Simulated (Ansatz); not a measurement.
**AlFGaH₇Si₂: ionisation energy by level of theory**

One table from this session's results is given with a row withheld; the runs are named, their logs left out.

Program: Ansatz 0.2.0, Gaussian basis. Level of theory: unrestricted cation, the program's frozen cores in correlated methods. These are calculated values, not measurements.

Plan: UKS PBE-D4/def2-TZVPP; UKS r2SCAN-D4/def2-TZVPP; UKS PBE0-D4/def2-TZVPP; UKS B3LYP-D4/def2-TZVPP; UKS wB97X-V/def2-TZVPP; UKS wB97M-V/def2-TZVPP; UKS B2PLYP/def2-TZVPP; UHF-CCSD(T)/def2-TZVPP; UHF-MP2/def2-QZVPP; extrapolation to the limit; then −ε(HOMO) from the neutral's earlier runs with LDA (SPW92), PBE-D4, revPBE-D4, BLYP-D4, r2SCAN-D4, B97M-V, PBE0-D4, B3LYP-D4, r2SCANh-D4, r2SCAN0-D4, HSE06-D4, BHLYP-D4, CAM-B3LYP-D4, LC-ωPBE, ωB97X-V, ωB97M-V.

### The relaxed structure

All runs share one geometry, relaxed beforehand with PBE0-D4 in a triple-zeta def2 set.

12 atoms, charge 0, spin multiplicity 1.

Atoms are counted from 1 here; the program's logs count them from 0.

Bond lengths: F1–Al2 1.655 Å, Al2–Ga3 2.513 Å, Al2–Si4 2.461 Å, Ga3–H6 1.576 Å, Ga3–H7 1.575 Å, Si4–Si5 2.346 Å, Si4–H8 1.493 Å, Si4–H9 1.489 Å, Si5–H10 1.487 Å, Si5–H11 1.525 Å, Si5–H12 1.486 Å. Angles: F1–Al2–Ga3 129.5°, F1–Al2–Si4 123.6°, Ga3–Al2–Si4 106.9°, Al2–Ga3–H6 121.4°, Al2–Ga3–H7 121.2°, H6–Ga3–H7 117.4°, Al2–Si4–Si5 92.0°, Al2–Si4–H8 113.1°, Al2–Si4–H9 123.5°, Si5–Si4–H8 106.9°, Si5–Si4–H9 110.1°, H8–Si4–H9 109.0°, Si4–Si5–H10 112.0°, Si4–Si5–H11 106.4°, Si4–Si5–H12 118.7°, H10–Si5–H11 104.6°, H10–Si5–H12 109.9°, H11–Si5–H12 103.9°.

Set-up of the first run:

in.yaml

```yaml
crystal:
  periodic: [false, false, false]
  atoms:
    - {symbol: F, position_ang: [-2.728750, -1.242472, 1.908100]}
    - {symbol: Al, position_ang: [-1.543543, -0.516188, 1.010506]}
    - {symbol: Ga, position_ang: [-0.479479, 1.742255, 1.298748]}
    - {symbol: Si, position_ang: [-0.433050, -1.592711, -0.903876]}
    - {symbol: Si, position_ang: [1.355474, -0.076736, -0.826552]}
    - {symbol: H, position_ang: [-1.005341, 3.002826, 0.513334]}
    - {symbol: H, position_ang: [0.715848, 1.958598, 2.301960]}
    - {symbol: H, position_ang: [-1.140860, -1.362032, -2.197691]}
    - {symbol: H, position_ang: [0.080464, -2.989947, -0.875921]}
    - {symbol: H, position_ang: [2.355690, -0.448052, 0.208644]}
    - {symbol: H, position_ang: [0.776453, 1.248312, -0.343681]}
    - {symbol: H, position_ang: [2.047105, 0.276148, -2.093571]}
basis:
  gaussian: {orbitals: def2-TZVPP}
total_charge: 1
magnetization: {spin_polarized: true, initial_magnetization: 1}
hamiltonian: {xc: pbe, dispersion: d4}
```

Launch:

```sh
$ ansatz run in.yaml --threads 2 --pin off --events-out ev --progress --plain --max-ram 32768MiB --backend cuda --devices 0, --max-vram 18GiB
```

Among the steps run: Cation, UKS PBE-D4/def2-TZVPP; Cation, UKS r2SCAN-D4/def2-TZVPP; Cation, UKS PBE0-D4/def2-TZVPP; Cation, UKS B3LYP-D4/def2-TZVPP; Cation, UKS wB97X-V/def2-TZVPP; Cation, UKS wB97M-V/def2-TZVPP; Cation, UKS B2PLYP (frozen core)/def2-TZVPP; Cation, UHF-CCSD(T)/def2-TZVPP; Cation, UHF-MP2/def2-QZVPP.

One table of the session follows, with a row left open; its other results are not shown here.

Orbital estimates, from the neutral's runs:

| functional | −ε(HOMO) (eV) |
| --- | --- |
| LDA (SPW92) | 5.86 |
| PBE-D4 | 5.75 |
| revPBE-D4 | 5.70 |
| BLYP-D4 | 5.60 |
| r2SCAN-D4 | 5.96 |
| B97M-V | 6.02 |
| PBE0-D4 | 6.70 |
| B3LYP-D4 | 6.52 |
| r2SCANh-D4 | 6.31 |
| r2SCAN0-D4 | 6.84 |
| HSE06-D4 | 6.32 |
| BHLYP-D4 | 7.54 |
| CAM-B3LYP-D4 | ? |
| LC-ωPBE | 9.08 |
| ωB97X-V | 8.79 |
| ωB97M-V | 8.57 |

**Question.** Estimate the row for CAM-B3LYP-D4.

**Answer.** −ε(HOMO) (eV): 7.86. In the column «−ε(HOMO) (eV)» it lies between BHLYP-D4 (7.54) and ωB97M-V (8.57).
